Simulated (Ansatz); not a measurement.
Below is the output of a Python script on the Python package of Ansatz (0.2.0) that makes a ladder of methods at one geometry of AlBH₆OSi, SMILES [BH2][AlH][O][SiH3]. Write a script that gives it. Settings (for the species named): Hartree-Fock, cc-pVDZ basis, multiplicity 1. The script varies functional: hf, r2scan, hse06, pbe0, lda.

```csv
atom,x (Å),y (Å),z (Å)
B,-1.6004,1.5564,0.0032
Al,0.3305,1.0955,0.2668
O,0.7391,-0.4286,1.1748
Si,0.9099,-1.6668,0.0044
H,-2.4963,0.8990,0.4096
H,-1.9329,2.5936,-0.6106
H,1.5132,2.0253,-0.3337
H,1.2196,-2.9275,0.6622
H,-0.4717,-1.8184,-0.6001
H,1.8722,-1.3796,-0.9735
```

`python albh6osi_methods.py --basis cc-pVDZ` gives:
```text
functional    E (Ha)        dipole (D)   HOMO (eV)  LUMO (eV)
hf            -633.895024     1.126     -10.612      0.053
r2scan        -635.472824     0.907      -6.561     -3.981
hse06         -635.206509     0.987      -7.161     -3.682
pbe0          -635.225046     0.990      -7.562     -3.298
lda           -632.470617     0.969      -6.297     -4.505
```

One script that gives this output:

Script `albh6osi_methods.py`:
```python
"""AlBH6OSi at several levels of theory."""

from pathlib import Path
import argparse

import ansatz as az
import numpy as np

parser = argparse.ArgumentParser(description="AlBH6OSi at several levels of theory.")
parser.add_argument("--basis", required=True, help="Gaussian basis set")
args = parser.parse_args()

GEOMETRY = """
B    -1.60040    1.55640    0.00320
Al    0.33050    1.09550    0.26680
O     0.73910   -0.42860    1.17480
Si    0.90990   -1.66680    0.00440
H    -2.49630    0.89900    0.40960
H    -1.93290    2.59360   -0.61060
H     1.51320    2.02530   -0.33370
H     1.21960   -2.92750    0.66220
H    -0.47170   -1.81840   -0.60010
H     1.87220   -1.37960   -0.97350
"""


def main() -> None:
    system = az.Crystal.molecule()
    for line in GEOMETRY.strip().splitlines():
        symbol, *xyz = line.split()
        system = system.atom(symbol, [float(v) for v in xyz])

    calc = system.calculation().basis(gaussian=args.basis)

    print("functional    E (Ha)        dipole (D)   HOMO (eV)  LUMO (eV)")
    for name in ["hf", "r2scan", "hse06", "pbe0", "lda"]:
        r = calc.functional(name).forces().orbitals().run(runs_dir="runs").report
        lines = Path(r["orbitals_path"]).read_text().splitlines()
        field_of = lambda key: [line.split("=")[1].strip() for line in lines if line.startswith(key)]
        orbitals = [(27.211386 * float(e), s, float(n)) for e, s, n in zip(field_of("Ene="), field_of("Spin="), field_of("Occup="))]
        homo = max(e for e, _, n in orbitals if n > 0.5)
        lumo = min(e for e, _, n in orbitals if n < 0.5)
        dipole = 4.803205 * np.linalg.norm(r["charge_distribution"]["dipole_moment_e_ang"])
        print(f"{name:10s} {r['free_energy_ev'] / 27.211386246:14.6f} {dipole:9.3f} {homo:11.3f} {lumo:10.3f}")


if __name__ == "__main__":
    main()
```

Reading the output:
- These settings explore the input space; basis and method may be short of convergence.
- The geometry is a force-field or estimated start, not a minimum of this method, and the basis set is short of its limit. A lower total doesn't mark the better method: functionals have no common bound, and MP2 and coupled cluster aren't variational.
- Levels such as HOMO and LUMO are orbital energies: with these approximate functionals they aren't the ionisation energy and electron affinity, and their gap isn't the fundamental gap.
- hse06 follows the composition of plane-wave codes, whose totals differ by tens of mHa, up to about 0.1 Ha, from the form usual in Gaussian-basis programs (wpbeh).
- Hardware and time: 20 s on 1 thread of Arm Neoverse V1, on a shared host, peak memory 0.27 GiB.
